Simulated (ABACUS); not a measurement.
Crystal: Hf2Pd2Se2Br2O3.

```
Hf Pd Se Br O
1.0
     7.58666   -1.70971   -1.17576
     7.58666    1.70971   -1.17576
    -2.02446    0.00000   13.05155
Hf Pd Se Br O
2 2 2 2 3
Direct
  0.94514 0.94514 0.06144
  0.60628 0.60628 0.28309
  0.17920 0.17920 0.50964
  0.32286 0.32286 0.74307
  0.92232 0.92232 0.84566
  0.78991 0.78991 0.58800
  0.58645 0.58645 0.04520
  0.24604 0.24604 0.28651
  0.59701 0.59701 0.42127
  0.38554 0.38554 0.07302
  0.03094 0.03094 0.22169
```

The cell was built by a generator and needn't be a form met in nature.

Base run:

- Program: ABACUS 3.10.1
- Functional: PBE
- Potentials or basis: PseudoDojo NC SR 0.4.1 PBE standard
- Cutoff: 1361 eV
- Density cutoff: 5442 eV
- Basis: DZP LCAO (the cutoffs set its grid)
- k mesh: 8 × 8 × 2
- Occupations: fermi-dirac, width 0.05 eV
- Spin: no spin polarisation

Its results: band gap on the k mesh 0.83 eV, indirect (least direct gap 0.86 eV); pressure 0.6 GPa; largest force 0.464 eV/Å.

Task: After a change of settings the same cell gave: band gap on the k mesh 0.89 eV, direct; pressure 0.6 GPa; largest force 0.487 eV/Å. Which change was it?
A. potentials or basis from PseudoDojo NC SR 0.4.1 PBE standard to PseudoDojo NC FR 0.4 PBE standard; k mesh from 8 × 8 × 2 to 5 × 5 × 1
B. k mesh from 8 × 8 × 2 to 4 × 4 × 1
C. cutoff from 1361 eV to 1184 eV; density cutoff from 5442 eV to 4735 eV; basis from DZP LCAO (the cutoffs set its grid) to plane waves
D. potentials or basis from PseudoDojo NC SR 0.4.1 PBE standard to SPMS ONCV 1.0 PBE; k mesh from 8 × 8 × 2 to 6 × 6 × 1

Result: B.

Caveats: some runs use coarse meshes; the atomic orbitals were generated for these runs and aren't a published set; this set's palladium file may shift the pressure by some GPa; spin-orbit coupling is left out, which moves the levels of the heavy elements; the basis of atomic orbitals isn't converged, which shifts pressures, moduli and gaps; an odd mesh through Γ misses points on the zone boundary, where band edges often lie (some runs).

Not every run made on this cell is shown here.
